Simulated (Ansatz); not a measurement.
# ZnH (F-43m) in Ansatz: convergence with scf exx energy threshold

Aim: find how far scf exx energy threshold must go before the results for ZnH settle, at PBE0. This setting moves, with any that are tied to it; all else stays.

Program: Ansatz 0.2.0. These are calculated values, not measurements. Logs are shortened: lines on timing, memory, paths and dates and some standing lists are left out, and cuts for length are marked.

### 1 The crystal as given

Symmetry: F-43m, No. 216, cubic system. The conventional cell has a = 4.669 Å, b = 4.669 Å, c = 4.669 Å, α = 90.00°, β = 90.00°, γ = 90.00°. Zn (site symmetry -43m) is surrounded by 4 H at 2.02 Å. H (site symmetry -43m) has 4 Zn at 2.02 Å as nearest neighbours.

The cell was built by a generator and needn't be a form met in nature.

### 2 With scf exx energy threshold 0.01

Contents of input.yaml:

```yaml
crystal:
  lattice:
    - [0.0, 2.33470761, 2.33470761]
    - [2.33470761, 0.0, 2.33470761]
    - [2.33470761, 2.33470761, 0.0]
  atoms:
    - { symbol: Zn, position: [0.0, 0.0, 0.0] }
    - { symbol: H, position: [0.25, 0.25, 0.25] }
hamiltonian:
  xc: pbe0
  pseudopotentials: { kind: paw }
kpoints:
  mp_grid: { grid: [5, 5, 5] }
scf:
  occupations: { method: methfessel_paxton, width: 0.1 }
  exx: { energy_threshold: 0.01 }
output:
  forces: true
  stress: true
  eigenvalues: true
```

Potentials or basis: Ansatz PAW.

Launch:

```bash
> ansatz run input.yaml --threads 2 --pin off --max-ram 5632MiB --backend cpu --events-out ev --progress --plain --runs-dir out
```

Log:

```text
Warning: output.stress: scf.convergence.dr2_threshold = 1e-7 eV (the SCF's general default) is looser than the 2e-10 eV advised for a printed stress (1e-10 eV for each atom of the cell: 2). What an SCF threshold leaves in a stress goes as its square root, and in the free energy as the threshold itself, and one threshold admits the most on a small cell: of the crystals measured, under no hybrid functional and no lock of the moments, on runs that ended without the residual-converged pass, on stresses that held no estimate of that error, the worst erred by over 100 MPa in a component at 1e-7 eV an atom and by under 5 at 1e-10. Set scf.convergence.dr2_threshold to 2e-10 eV or tighter. The threshold is an SCF's pass mark: one that does not reach it within its budget of iterations ends unconverged, or closes short of it on a stop that the run arms, and scf.convergence.dr2_threshold's page says what that costs each kind of run
Warning: output.stress: scf.exx.energy_threshold = 1e-2 eV is looser than the 2e-8 eV advised for a stress under a hybrid functional (1e-8 eV for each atom of the cell: 2). Every SCF of the exchange loop can meet its threshold on dr2 while the loop round them stops early: no threshold on dr2 bounds what that leaves in the stress. Set scf.exx.energy_threshold to 2e-8 eV or tighter. The threshold is the loop's pass mark: a loop that does not reach it within its budget of cycles ends unconverged, and scf.exx.energy_threshold's page has the law
Warning: RAYON_NUM_THREADS=2 ignored (pool sized by the plan → 2); use --threads N
Engine: ansatz 0.2.0, aarch64-unknown-linux-gnu
Pseudopotentials: kind: paw
Pseudopotential: Zn, paw, valence charge 12, recommended cutoff 420 eV (normal), Zn.paw.azcp
Pseudopotential: H, paw, valence charge 1, recommended cutoff 420 eV (normal), H.paw.azcp
Functional definition: PBE0
  parameter a = 0.25
  parameter kappa = 0.804
  parameter beta = 0.06672455060314922
  exchange = (1 - a)*pbe_x(kappa = kappa, mu = beta*pi^2/3) + a*exact_x
  correlation = pbe_c(beta = beta)
Crystal: 2 atoms, lattice volume = 25.452 Å³
Basis set: ecut = 420 eV, 531 PW (Γ), exchange–correlation on 48×48×48 points (8 copies of the dense FFT grid, shifted against one another)
Bands: 11, of which v1, the nominal top of the filled ones, is band 7 counted from 1 (6 counted from 0)
Symmetry: 24 space group operations
Space group: F-43m (ITA 216), of the structure as read, at distance tolerance 2.9e-5 Å
k-points: 10 of 125 (time reversal used)
Non-local potential: Zn, projectors of the file, l = 0: 2, l = 1: 2, l = 2: 3, l = 3: 1
Non-local potential: H, projectors of the file, l = 0: 2, l = 1: 1
PAW form: soft (Blöchl's): semilocal exchange-correlation on the pseudo side does not see the compensation charge
PAW frozen core: Zn, regenerated for the run's functional, and the local potential with it (the file was generated under x = pbe(κ = 0.804, μ = 0.2195149727645171), c = pbe(β = 0.06672455060314922))
PAW one-centre angular grid: Zn, 590 points (default); XC on 64 Gauss nodes
PAW one-centre angular grid: H, 110 points (default); XC on 64 Gauss nodes
Initial density: superposition of atomic densities (neutral atoms: chi_scale 0, normalization atom), corrected by the library's trained network
Initial wavefunctions: pseudopotential atomic-orbital guess
Functional: x = pbe(κ = 0.804, μ = 0.2195149727645171), c = pbe(β = 0.06672455060314922), warm-up for x = 0.75 pbe(κ = 0.804, μ = 0.2195149727645171) + 0.25 exact, c = pbe(β = 0.06672455060314922)
SCF iter   1: F=—  HF=-3333.889682 eV  |F-HF|=—  |Δ(HF+E_count)|=         —  Δρ=5.02e-3  dr2=5.22e-3  ethr=1.77e-3  ⟨swp⟩=9.9  Hψ=546  notcnv=0
preconditioner: auto → none  [insulator: Δε(μ)=0.625 eV  Ē_g=14.027 eV  σ=0.100 eV  W_gap=0.77  n_scr=8 (ndim 8)  ℏωp=26.5 eV  f_vac=0.000  D(μ)=2.67/eV (n_scr^D=26)]
SCF iter   2: F=—  HF=-3333.888286 eV  |F-HF|=—  |Δ(HF+E_count)|=   1.40e-3  S|Δr|=    0.00e0  Δρ=2.06e-3  dr2=5.27e-4  ethr=4.02e-5  ⟨swp⟩=2.8  Hψ=207  notcnv=0  defer=2
SCF iter   3: F=—  HF=-3333.888371 eV  |F-HF|=—  |Δ(HF+E_count)|=   8.51e-5  S|Δr|=    0.00e0  Δρ=6.26e-4  dr2=7.12e-5  ethr=4.06e-6  ⟨swp⟩=3.2  Hψ=240  notcnv=0
SCF iter   4: F=—  HF=-3333.888308 eV  |F-HF|=—  |Δ(HF+E_count)|=   6.36e-5  S|Δr|=    0.00e0  Δρ=3.70e-4  dr2=1.54e-5  ethr=5.48e-7  ⟨swp⟩=4.0  Hψ=279  notcnv=0
iter 5 solved again at ethr=5.76e-9 eV; its pass at ethr=1.19e-7 eV (dr2=7.49e-7 eV) is discarded
SCF iter   5: F=—  HF=-3333.888313 eV  |F-HF|=—  |Δ(HF+E_count)|=   4.92e-6  S|Δr|=    0.00e0  Δρ=7.08e-5  dr2=7.63e-7  ethr=5.76e-9  ⟨swp⟩=2.0  Hψ=361  notcnv=0
SCF iter   6: F=—  HF=-3333.888312 eV  |F-HF|=—  |Δ(HF+E_count)|=   2.50e-7  S|Δr|=    0.00e0  Δρ=3.51e-5  dr2=1.90e-7  ethr=5.76e-9  ⟨swp⟩=2.0  Hψ=174  notcnv=0
SCF iter   7: F=—  HF=-3333.888312 eV  |F-HF|=—  |Δ(HF+E_count)|=   7.24e-8  S|Δr|=    0.00e0  Δρ=5.55e-6  dr2=3.77e-9  ethr=1.46e-9  ⟨swp⟩=2.2  Hψ=176  notcnv=0
SCF iter   8: F=-3333.888312 eV  HF=-3333.888312 eV  |F-HF|=4.68e-11  |Δ(HF+E_count)|=  4.15e-10  S|Δr|=    0.00e0  Δρ=1.23e-6  dr2=1.67e-10  ethr=2.90e-11  ⟨swp⟩=3.4  Hψ=240  notcnv=0
SCF 1 converged in 8 iterations: F = -3333.888312 eV  dr2 = 1.67e-10
[... 25 lines left out ...]
SCF iter   7: F=—  HF=-3333.732229 eV  |F-HF|=—  |Δ(HF+E_count)|=   7.32e-6  S|Δr|=    0.00e0  Δρ=4.23e-5  dr2=3.23e-7  ethr=4.47e-11  ⟨swp⟩=5.0  Hψ=416  notcnv=0
SCF iter   8: F=—  HF=-3333.732229 eV  |F-HF|=—  |Δ(HF+E_count)|=   6.35e-8  S|Δr|=    0.00e0  Δρ=3.10e-6  dr2=1.01e-7  ethr=4.47e-11  ⟨swp⟩=4.0  Hψ=285  notcnv=0
Mixer restart at iter 8: flushing history
SCF iter   9: F=-3333.732229 eV  HF=-3333.732229 eV  |F-HF|=3.00e-9  |Δ(HF+E_count)|=   4.20e-7  S|Δr|=    0.00e0  Δρ=8.30e-6  dr2=1.71e-8  ethr=8.02e-12  ⟨swp⟩=4.4  Hψ=313  notcnv=0
SCF 3 converged in 9 iterations: F = -3333.732229 eV  dr2 = 1.71e-8
  Residual-converged pass: ⟨swp⟩=1.8  Hψ=122  notcnv=0  max |occ|·‖R‖ = 6.6e-6 eV (tolerance 6.7e-6 eV)  dr2=1.71e-8  dr2_onsite=1.32e-9  max |Δocc| = 1.7e-61
hybrid outer 2: dexx = +2.271e-4 eV, tail = 5.25e-5 eV, Δε = 5.27e-2 eV (about 9.55e-4 eV left of the loop's levels)
Frozen-core exchange: fock
SCF iter   1: F=—  HF=-3333.729134 eV  |F-HF|=—  |Δ(HF+E_count)|=         —  Δρ=3.87e-4  dr2=2.08e-4  ethr=2.10e-8  ⟨swp⟩=4.4  Hψ=430  notcnv=0
preconditioner: auto → none  [insulator: Δε(μ)=1.111 eV  Ē_g=17.310 eV  σ=0.100 eV  W_gap=0.77  n_scr=8 (ndim 8)  ℏωp=26.5 eV  f_vac=0.000  D(μ)=2.67/eV (n_scr^D=26)]
SCF iter   2: F=—  HF=-3333.732165 eV  |F-HF|=—  |Δ(HF+E_count)|=   3.03e-3  S|Δr|=    0.00e0  Δρ=3.11e-4  dr2=6.76e-5  ethr=2.10e-8  ⟨swp⟩=4.0  Hψ=305  notcnv=0
SCF iter   3: F=—  HF=-3333.732218 eV  |F-HF|=—  |Δ(HF+E_count)|=   5.28e-5  S|Δr|=    0.00e0  Δρ=8.29e-5  dr2=1.11e-5  ethr=2.10e-8  ⟨swp⟩=4.0  Hψ=296  notcnv=0
SCF iter   4: F=—  HF=-3333.732235 eV  |F-HF|=—  |Δ(HF+E_count)|=   1.70e-5  S|Δr|=    0.00e0  Δρ=2.23e-5  dr2=2.41e-7  ethr=7.24e-9  ⟨swp⟩=3.9  Hψ=269  notcnv=0
SCF iter   5: F=-3333.732235 eV  HF=-3333.732235 eV  |F-HF|=3.24e-9  |Δ(HF+E_count)|=   5.11e-8  S|Δr|=    0.00e0  Δρ=8.30e-6  dr2=1.55e-8  ethr=1.29e-9  ⟨swp⟩=3.0  Hψ=212  notcnv=0
SCF 4 converged in 5 iterations: F = -3333.732235 eV  dr2 = 1.55e-8
  Residual-converged pass: ⟨swp⟩=3.3  Hψ=214  notcnv=0  max |occ|·‖R‖ = 6.4e-6 eV (tolerance 6.7e-6 eV)  dr2=1.69e-8  dr2_onsite=2.67e-9  max |Δocc| = 5.1e-56
hybrid outer 3: dexx = +8.336e-8 eV, tail = 3.55e-8 eV, Δε = 6.76e-4 eV (about 2.01e-4 eV left of the loop's levels), ΔF = 2.71e-19 eV/Å (tail 1.22e-3)
hybrid SCF converged: 3 outer / 21 inner (+8 warm-up), last move |dexx| = 8.34e-8 eV, tail = 3.55e-8 eV
Stability not checked: this state was not tested for a lower state beside it, because the functional holds exact exchange (a hybrid, or Hartree-Fock), whose exchange loop this test does not read (fock_operator; see scf.lower_state_search)
Free energy (F): -3333.732235 eV
Frozen-core exchange: fock
Harris-Foulkes:  -3333.732235 eV  (|F-HF|=3.24e-9)
Internal energy: -3333.728535 eV  (E = F + TS)
E sigma→0 (E₀):  -3333.731310 eV
Entropy (-TS):   -0.003700 eV (-1.850 meV/atom)
Fermi energy:    5.860104 eV
--- Per-component energies (eV) ---
  E_band       = -36.698386
  E_kinetic    = 141.072876
  E_local      = -1830.965179  (includes V_loc(G=0)·N_el)
  E_nonlocal   = 618.471598
  E_hartree    = 766.909934
  E_xc         = -110.658734
  E_vxc        = -47.071064  (∫ρ·V_xc dr)
  E_exx        = -48.111580  (= α·E_x^exact, valence–valence)
  E_paw        = -1816.279897  (= ΣΔE_a)
  E_vpaw       = -355.803032  (= ΣTr[D̂ρ^β])
  E_aug_tail   = -0.001384  (compensation charges beyond the density's cutoff)
  E_ewald      = -1054.746484
  E_core_change = 0.580327  (= ΣΔE_core)
  E_smearing   = -0.003700  (= −TS)
  E_closure    = -0.000012  (closes the sum)
  Σ components = -3333.732235   (vs F -3333.732235, Δ=4.55e-13)
--- Forces (eV/Å), atoms counted from 1 ---
  atom   1  Zn     0.00000000    -0.00000000    -0.00000000
  atom   2  H      0.00000000    -0.00000000    -0.00000000
  max |Σ_I F_I| component: 2.60e-16 eV/Å
--- Stress (GPa, compression-positive) ---
       -5.264932       0.000000       0.000000
        0.000000      -5.264932      -0.000000
        0.000000      -0.000000      -5.264932
  P = ⅓ Tr σ = -5.2649 GPa (-52.649 kbar)
--- Band table (eV; the first three rows and the last of 10) ---
  k-point 0: bands = ["-5.3482", "-3.9450", "-3.9450", "-3.9450", "-3.7711", "-3.7711", "12.6955", "18.7913", "18.7913", "18.7913", "20.8447"]
  k-point 1: bands = ["-4.7008", "-3.9079", "-3.9079", "-3.7669", "-3.7669", "-3.7578", "10.3536", "15.1489", "17.3630", "17.3630", "22.3144"]
  k-point 2: bands = ["-4.4832", "-3.9176", "-3.9176", "-3.6884", "-3.6884", "-1.5893", "4.4300", "14.4018", "16.4247", "16.4247", "20.3970"]
  k-point 9: bands = ["-4.3458", "-3.9641", "-3.8906", "-3.7343", "-3.6873", "0.2598", "5.8260", "8.5333", "10.4958", "17.9563", "20.3820"]
```

Wall time 6.7 s (2 threads of Arm Neoverse V2, shared host); peak memory 0.54 GiB.

Results:

```yaml
Free_energy: -3333.7322 eV
Pressure: -5.3 GPa
Band_gap_on_the_k_mesh: none (metal or under the smearing width)
```

### 3 With scf exx energy threshold 0.001

Edit input.yaml of step 2 so:

```diff
@@ -15,3 +15,3 @@
   occupations: { method: methfessel_paxton, width: 0.1 }
-  exx: { energy_threshold: 0.01 }
+  exx: { energy_threshold: 0.001 }
 output:
```

Potentials or basis: Ansatz PAW.

Launch:

```bash
> ansatz run input.yaml --threads 2 --pin off --max-ram 5632MiB --backend cpu --events-out ev --progress --plain --runs-dir out
```

Wall time 6.7 s (2 threads of Arm Neoverse V2, shared host); peak memory 0.53 GiB.

Results:

* Free energy: -3333.7322 eV
* Pressure: -5.3 GPa
* Band gap on the k mesh: none (metal or under the smearing width)

### 4 With scf exx energy threshold 0.0001

Edit input.yaml of step 3 so:

```diff
@@ -15,3 +15,3 @@
   occupations: { method: methfessel_paxton, width: 0.1 }
-  exx: { energy_threshold: 0.001 }
+  exx: { energy_threshold: 0.0001 }
 output:
```

Launch:

```bash
> ansatz run input.yaml --threads 2 --pin off --max-ram 5632MiB --backend cpu --events-out ev --progress --plain --runs-dir out
```

Wall time 7 s (2 threads of Arm Neoverse V2, shared host); peak memory 0.54 GiB.

What came out:

```
Free energy            : -3333.7322 eV
Pressure               : -5.3 GPa
Band gap on the k mesh : none (metal or under the smearing width)
```

### 5 With scf exx energy threshold 1e-05

Edit input.yaml of step 4 so:

```diff
@@ -15,3 +15,3 @@
   occupations: { method: methfessel_paxton, width: 0.1 }
-  exx: { energy_threshold: 0.0001 }
+  exx: { energy_threshold: 1.0e-05 }
 output:
```

Launch:

```bash
> ansatz run input.yaml --threads 2 --pin off --max-ram 5632MiB --backend cpu --events-out ev --progress --plain --runs-dir out
```

Run time: 6.6 s. Hardware: 2 threads of Arm Neoverse V2, shared host; peak memory 0.53 GiB.

It converged, with:

| Item | Value |
| --- | --- |
| Free energy | -3333.7322 eV |
| Pressure | -5.3 GPa |
| Band gap on the k mesh | none (metal or under the smearing width) |

### 6 With scf exx energy threshold 1e-06

Edit input.yaml of step 5 so:

```diff
@@ -15,3 +15,3 @@
   occupations: { method: methfessel_paxton, width: 0.1 }
-  exx: { energy_threshold: 1.0e-05 }
+  exx: { energy_threshold: 1.0e-06 }
 output:
```

Potentials or basis: Ansatz PAW.

Launch:

```bash
> ansatz run input.yaml --threads 2 --pin off --max-ram 5632MiB --backend cpu --events-out ev --progress --plain --runs-dir out
```

It took 6.5 s on 2 threads of Arm Neoverse V2, shared host; peak memory 0.54 GiB.

The run converged. Its results:

* Free energy: -3333.7322 eV
* Pressure: -5.3 GPa
* Band gap on the k mesh: none (metal or under the smearing width)

### 7 With scf exx energy threshold 1e-07

Edit input.yaml of step 6 so:

```diff
@@ -15,3 +15,3 @@
   occupations: { method: methfessel_paxton, width: 0.1 }
-  exx: { energy_threshold: 1.0e-06 }
+  exx: { energy_threshold: 1.0e-07 }
 output:
```

Launch:

```bash
> ansatz run input.yaml --threads 2 --pin off --max-ram 5632MiB --backend cpu --events-out ev --progress --plain --runs-dir out
```

Wall time 6.6 s (2 threads of Arm Neoverse V2, shared host); peak memory 0.54 GiB.

It converged, with:

| Property | Result |
| --- | --- |
| Free energy | -3333.7322 eV |
| Pressure | -5.3 GPa |
| Band gap on the k mesh | none (metal or under the smearing width) |

### 8 Summary

| scf exx energy threshold | energy less the tightest run, at zero smearing (meV/atom) | SCF cycles | CPU time (s) | peak memory (GiB) |
| --- | --- | --- | --- | --- |
| 0.01 | 0.00 | 29 | 12 | 0.54 |
| 0.001 | 0.00 | 27 | 11 | 0.53 |
| 0.0001 | 0.00 | 28 | 12 | 0.54 |
| 1e-05 | 0.00 | 26 | 11 | 0.53 |
| 1e-06 | 0.00 | 27 | 11 | 0.54 |
| 1e-07 | 0.00 | 30 | 11 | 0.54 |

Against the tightest run, the energy stays within 1 meV/atom from 0.01 on. The tightest run that finished is the yardstick and may itself not be fully converged.

Caveats: all runs use coarse meshes; the PAW data sets come from PBE, with cores solved anew for the run's functional, which leaves a small shift of forces and pressure; the thresholds are loose for stress.
